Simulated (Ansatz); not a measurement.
# Cl₂H₂O₂Si: small, medium and large basis sets

One table from this session's results is given with a row withheld; the runs are named, their logs left out.

Program: Ansatz 0.2.0, Gaussian basis. Level of theory: one geometry, several basis sets. These are calculated values, not measurements.

Levels to be run: PBE0-D4/def2-SVP; ωB97M-V/def2-SVP; PBE0-D4/def2-QZVPP; ωB97M-V/def2-QZVPP; the functionals' def2-TZVPP values are taken from earlier runs.

**The relaxed structure**

The geometry comes from an earlier relaxation with PBE0-D4 in a triple-zeta def2 set; it is a stationary point, not always the lowest conformer.

SMILES `O[Si](O)(Cl)Cl`, 7 atoms, charge 0, spin multiplicity 1.

Atoms are counted from 1 here; the program's logs count them from 0.

Bond lengths: O1–Si2 1.622 Å, O1–H6 0.959 Å, Si2–O3 1.615 Å, Si2–Cl4 2.026 Å, Si2–Cl5 2.044 Å, O3–H7 0.959 Å. Angles: Si2–O1–H6 118.4°, O1–Si2–O3 109.0°, O1–Si2–Cl4 112.3°, O1–Si2–Cl5 109.0°, O3–Si2–Cl4 106.6°, O3–Si2–Cl5 111.9°, Cl4–Si2–Cl5 108.1°, Si2–O3–H7 117.8°.

Set-up of the first run:

Input file in.yaml:

```yaml
crystal:
  periodic: [false, false, false]
  atoms:
    - {symbol: O, position_ang: [-0.871022, 0.335688, 1.038423]}
    - {symbol: Si, position_ang: [-0.021946, -0.071831, -0.281859]}
    - {symbol: O, position_ang: [1.105677, -1.152150, 0.129865]}
    - {symbol: Cl, position_ang: [-1.175556, -0.949700, -1.696823]}
    - {symbol: Cl, position_ang: [0.799009, 1.615660, -1.091051]}
    - {symbol: H, position_ang: [-1.456573, 1.093153, 0.988989]}
    - {symbol: H, position_ang: [1.681612, -0.938721, 0.866756]}
basis:
  gaussian: {orbitals: def2-SVP}
hamiltonian: {xc: pbe0, dispersion: d4}
output: {orbitals: {seedname: orbitals}}
```

The run is started by

```console
$ ansatz run in.yaml --threads 4 --pin off --events-out ev --progress --plain --max-ram 10444MiB
```

Steps of the session up to this table: PBE0-D4 in def2-SVP; ωB97M-V in def2-SVP; PBE0-D4 in def2-QZVPP; ωB97M-V in def2-QZVPP.

One of the session's tables, all rows but one given; the rest of the session is left out.

It belongs to the step «Density functionals: the series». 

| functional | basis | HOMO (eV) | LUMO (eV) |
| --- | --- | --- | --- |
| PBE0-D4 | def2-SVP | -8.96 | 0.80 |
| PBE0-D4 | def2-TZVPP | -9.15 | 0.26 |
| PBE0-D4 | def2-QZVPP | -9.20 | -0.09 |
| ωB97M-V | def2-SVP | -11.18 | 2.59 |
| ωB97M-V | def2-TZVPP | ? | ? |
| ωB97M-V | def2-QZVPP | -11.48 | 1.24 |

Estimate the missing values for ωB97M-V, def2-TZVPP.

The run gave: HOMO (eV): -11.42; LUMO (eV): 1.84. In the column «HOMO (eV)» it lies between ωB97M-V, def2-QZVPP (-11.48) and ωB97M-V, def2-SVP (-11.18).
